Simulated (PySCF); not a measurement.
# H6OS2Si2: the cost of one run

Computed with PySCF 2.14.0, with density-fitted response routines of our own, on a single molecule in the gas phase. Atoms count from 0, in the outputs and in this text.

## 1. Starting geometry

11 atoms, charge 0, multiplicity 1; geometry from: GFN2-xTB. The atoms were then displaced at random by about 0.01 Å, so the start is not that level's minimum.

Bonds of the start (Å): S0–Si1 2.15, Si1–O2 1.63, O2–Si3 1.57, Si3–S4 2.14, S0–H5 1.37, Si1–H6 1.45, Si1–H7 1.46, Si3–H8 1.45, Si3–H9 1.47, S4–H10 1.33.

## 2. Geometry optimisation at PBE0-D3(BJ)/def2-SVP

Job settings and geometry (Å):

```
{"job": {"xc": "PBE0", "basis": "def2-SVP", "d3": "d3bj", "grid": 1, "shake": 0.01, "kind": "geom"}, "charge": 0, "multiplicity": 1}
S      2.175780     0.736460     0.956210
Si     1.471320    -0.177260    -0.858350
O     -0.118590    -0.529220    -0.734950
Si    -1.580200    -0.559270    -0.157580
S     -1.840840     0.931040     1.353460
H      1.242170     1.732270     0.975300
H      2.197710    -1.433770    -0.932380
H      1.604880     0.766710    -1.967780
H     -2.485510    -0.148660    -1.217500
H     -1.796830    -1.881680     0.438970
H     -0.831790     0.537550     2.128920
```

Launch:

```console
$ OMP_NUM_THREADS=1 python probes_run.py task.json out
```

One launch serves the whole session: the jobs run in the order shown.

Q: Estimate the wall time and peak memory of this first job on 1 thread of Arm Neoverse V1, shared host.

About 68 s, with a peak of 0.48 GiB.
